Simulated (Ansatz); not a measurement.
**BH₅N₂Si: taking an electron away**

One table from this session's results is given with a row withheld; the runs are named, their logs left out.

Method: unrestricted cation, the program's frozen cores in correlated methods; program: Ansatz 0.2.0, Gaussian basis.

Plan: UKS PBE-D4/def2-TZVPP; UKS r2SCAN-D4/def2-TZVPP; UKS PBE0-D4/def2-TZVPP; UKS B3LYP-D4/def2-TZVPP; UKS wB97X-V/def2-TZVPP; UKS wB97M-V/def2-TZVPP; UKS B2PLYP/def2-TZVPP; UHF-CCSD(T)/def2-TZVPP; UHF-MP2/def2-QZVPP; extrapolation to the limit; then −ε(HOMO) from the neutral's earlier runs with LDA (SPW92), PBE-D4, revPBE-D4, BLYP-D4, r2SCAN-D4, B97M-V, PBE0-D4, B3LYP-D4, r2SCANh-D4, r2SCAN0-D4, HSE06-D4, BHLYP-D4, CAM-B3LYP-D4, LC-ωPBE, ωB97X-V, ωB97M-V.

## The relaxed structure

An earlier PBE0-D4 in a triple-zeta def2 set relaxation fixed the geometry.

SMILES `N[SiH]1BN1`, 9 atoms, charge 0, spin multiplicity 1.

Atoms are counted from 1 here; the program's logs count them from 0.

Bond lengths: N1–Si2 1.702 Å, N1–H5 1.006 Å, N1–H6 1.005 Å, Si2–B3 1.914 Å, Si2–N4 1.755 Å, Si2–H7 1.482 Å, B3–N4 1.389 Å, B3–H8 1.190 Å, N4–H9 1.011 Å. Angles: Si2–N1–H5 122.6°, Si2–N1–H6 123.2°, H5–N1–H6 112.9°, N1–Si2–B3 127.2°, N1–Si2–N4 121.8°, N1–Si2–H7 105.5°, B3–Si2–N4 44.2°, B3–Si2–H7 127.1°, N4–Si2–H7 113.4°, Si2–B3–N4 61.8°, Si2–B3–H8 163.8°, N4–B3–H8 134.4°, Si2–N4–B3 74.0°, Si2–N4–H9 150.8°, B3–N4–H9 135.2°.

The first run:

Input file in.yaml:

```yaml
crystal:
  periodic: [false, false, false]
  atoms:
    - {symbol: N, position_ang: [-0.637841, 1.588111, 0.218243]}
    - {symbol: Si, position_ang: [0.258947, 0.175476, 0.530470]}
    - {symbol: B, position_ang: [-0.233858, -1.625779, 0.110161]}
    - {symbol: N, position_ang: [0.650453, -0.971595, -0.738359]}
    - {symbol: H, position_ang: [-0.221268, 2.503311, 0.212864]}
    - {symbol: H, position_ang: [-1.561836, 1.577322, -0.177334]}
    - {symbol: H, position_ang: [1.441211, 0.620895, 1.305249]}
    - {symbol: H, position_ang: [-0.741344, -2.702396, 0.114426]}
    - {symbol: H, position_ang: [1.134037, -1.211646, -1.592919]}
basis:
  gaussian: {orbitals: def2-TZVPP}
total_charge: 1
magnetization: {spin_polarized: true, initial_magnetization: 1}
hamiltonian: {xc: pbe, dispersion: d4}
```

Among the steps run: Cation, UKS PBE-D4/def2-TZVPP; Cation, UKS r2SCAN-D4/def2-TZVPP; Cation, UKS PBE0-D4/def2-TZVPP; Cation, UKS B3LYP-D4/def2-TZVPP; Cation, UKS wB97X-V/def2-TZVPP; Cation, UKS wB97M-V/def2-TZVPP; Cation, UKS B2PLYP (frozen core)/def2-TZVPP; Cation, UHF-CCSD(T)/def2-TZVPP; Cation, UHF-MP2/def2-QZVPP.

One of the session's tables, all rows but one given; the rest of the session is left out.

It belongs to the step «Ionisation energies side by side». Orbital estimates, from the neutral's runs:

```
  functional  −ε(HOMO) (eV)
 LDA (SPW92)           5.52
      PBE-D4           5.42
   revPBE-D4           5.38
     BLYP-D4           5.30
   r2SCAN-D4           5.63
      B97M-V           5.72
     PBE0-D4           6.59
    B3LYP-D4           6.40
  r2SCANh-D4           6.07
  r2SCAN0-D4           6.72
    HSE06-D4           6.19
    BHLYP-D4           7.66
CAM-B3LYP-D4           7.91
     LC-ωPBE           9.22
     ωB97X-V              ?
     ωB97M-V           8.72
```

Q: Estimate the row for ωB97X-V from the others.

**Answer.** −ε(HOMO) (eV): 8.89. In the column «−ε(HOMO) (eV)» it lies between ωB97M-V (8.72) and LC-ωPBE (9.22).
